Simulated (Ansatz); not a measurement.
# C₂₀H₁₂S₅: the relaxed shape and its frontier levels

What does C₂₀H₁₂S₅ look like as a singlet, and where do its frontier electrons sit?

Program: Ansatz 0.2.0, Gaussian basis. Level of theory: RKS PBE0-D4/def2-TZVP. These are calculated values, not measurements.

Plan: relaxation at PBE-D4/def2-SVP; a single point at PBE0-D4/def2-TZVP.

## 1. Where the work starts

SMILES `c1csc(-c2ccc(-c3ccc(-c4ccc(-c5cccs5)s4)s3)s2)c1`, 37 atoms, charge 0, spin multiplicity 1.

Atoms are counted from 1 here; the program's logs count them from 0.

Bond lengths: C1–C2 1.359 Å, C1–C25 1.406 Å, C1–H26 1.075 Å, C2–S3 1.719 Å, C2–H27 1.071 Å, S3–C4 1.742 Å, C4–C5 1.424 Å, C4–C25 1.372 Å, C5–C6 1.374 Å, C5–S24 1.742 Å, C6–C7 1.397 Å, C6–H28 1.075 Å, C7–C8 1.376 Å, C7–H29 1.076 Å, C8–C9 1.421 Å, C8–S24 1.742 Å, C9–C10 1.376 Å, C9–S23 1.743 Å and more. Angles: C2–C1–C25 112.7°, C2–C1–H26 123.5°, C25–C1–H26 123.8°, C1–C2–S3 112.3°, C1–C2–H27 128.4°, S3–C2–H27 119.2°, C2–S3–C4 91.0°, S3–C4–C5 121.2°, S3–C4–C25 110.8°, C5–C4–C25 128.0°, C4–C5–C6 128.6°, C4–C5–S24 120.5°, C6–C5–S24 110.9°, C5–C6–C7 113.5°, C5–C6–H28 122.5°, C7–C6–H28 124.0°, C6–C7–C8 113.4°, C6–C7–H29 124.3° and more.

The start is a GFN2-xTB geometry.

## 2. Relaxation at PBE-D4/def2-SVP

in.yaml

```yaml
crystal:
  periodic: [false, false, false]
  atoms:
    - {symbol: C, position_ang: [-8.386720, 1.767390, -0.249810]}
    - {symbol: C, position_ang: [-8.967030, 0.539580, -0.199240]}
    - {symbol: S, position_ang: [-7.808840, -0.727830, -0.119990]}
    - {symbol: C, position_ang: [-6.501050, 0.423060, -0.155870]}
    - {symbol: C, position_ang: [-5.142840, -0.003320, -0.115860]}
    - {symbol: C, position_ang: [-4.647850, -1.283640, -0.046570]}
    - {symbol: C, position_ang: [-3.252180, -1.340130, -0.027670]}
    - {symbol: C, position_ang: [-2.653410, -0.102540, -0.080730]}
    - {symbol: C, position_ang: [-1.265550, 0.200630, -0.078810]}
    - {symbol: C, position_ang: [-0.653140, 1.432210, -0.127210]}
    - {symbol: C, position_ang: [0.741490, 1.359090, -0.110530]}
    - {symbol: C, position_ang: [1.222470, 0.071090, -0.049580]}
    - {symbol: C, position_ang: [2.573080, -0.367100, 0.003030]}
    - {symbol: C, position_ang: [3.044940, -1.655390, 0.108740]}
    - {symbol: C, position_ang: [4.438240, -1.735040, 0.163280]}
    - {symbol: C, position_ang: [5.058810, -0.508590, 0.095840]}
    - {symbol: C, position_ang: [6.458100, -0.229600, 0.136590]}
    - {symbol: C, position_ang: [7.478340, -1.075360, 0.497440]}
    - {symbol: C, position_ang: [8.746380, -0.471790, 0.421690]}
    - {symbol: C, position_ang: [8.690930, 0.820300, 0.002950]}
    - {symbol: S, position_ang: [7.081910, 1.335290, -0.303600]}
    - {symbol: S, position_ang: [3.888990, 0.771690, -0.040810]}
    - {symbol: S, position_ang: [-0.084940, -1.079530, -0.013670]}
    - {symbol: S, position_ang: [-3.848930, 1.162230, -0.156550]}
    - {symbol: C, position_ang: [-6.982210, 1.706030, -0.225330]}
    - {symbol: H, position_ang: [-8.944240, 2.685330, -0.302910]}
    - {symbol: H, position_ang: [-10.010340, 0.295600, -0.204290]}
    - {symbol: H, position_ang: [-5.285570, -2.148710, -0.011420]}
    - {symbol: H, position_ang: [-2.683310, -2.251590, 0.023130]}
    - {symbol: H, position_ang: [-1.210260, 2.351760, -0.170580]}
    - {symbol: H, position_ang: [1.391800, 2.215580, -0.136010]}
    - {symbol: H, position_ang: [2.389860, -2.507590, 0.144500]}
    - {symbol: H, position_ang: [4.979080, -2.660430, 0.239210]}
    - {symbol: H, position_ang: [7.318210, -2.087660, 0.821050]}
    - {symbol: H, position_ang: [9.663220, -0.975540, 0.670740]}
    - {symbol: H, position_ang: [9.499250, 1.508590, -0.143770]}
    - {symbol: H, position_ang: [-6.336680, 2.565930, -0.257380]}
basis:
  gaussian: {orbitals: def2-SVP, fitting: {mean_field: def2-universal-jkfit}}
hamiltonian: {xc: pbe, dispersion: d4}
scf: {lower_state_search: "off"}
output: {orbitals: {seedname: orbitals}}
relax: {f_tol: 0.03, max_steps: 70}
```

Command:

```sh
> ansatz run in.yaml --threads 2 --pin off --events-out ev --progress --plain --max-ram 32768MiB --backend cuda --devices 0, --max-vram 18GiB
```

Further steps of the session: Single point, PBE0-D4/def2-TZVP.

Before running them: what should the planned runs give, taken together? Wanted: point group; commonest bond, hydrogen aside; HOMO, LUMO at PBE0-D4/def2-TZVP; dipole at PBE-D4/def2-SVP.

The runs gave:

| quantity | value |
| --- | --- |
| point group | C1 |
| commonest bond, hydrogen aside | C–C, 19 of mean length 1.410 Å |
| HOMO, LUMO at PBE0-D4/def2-TZVP | -5.21, -2.30 eV |
| dipole at PBE-D4/def2-SVP | 0.37 D |

The molecule keeps its bonding pattern by the stored test; the atoms moved 0.09 Å (rms). No usable vibrations, so a minimum isn't proven. The HOMO lies nearest to 4 C atoms about 8 % each and the LUMO to 4 C atoms about 7 % each; S23 7 %. The point group is read from a loosely relaxed geometry; soft torsions can leave it below the true symmetry.
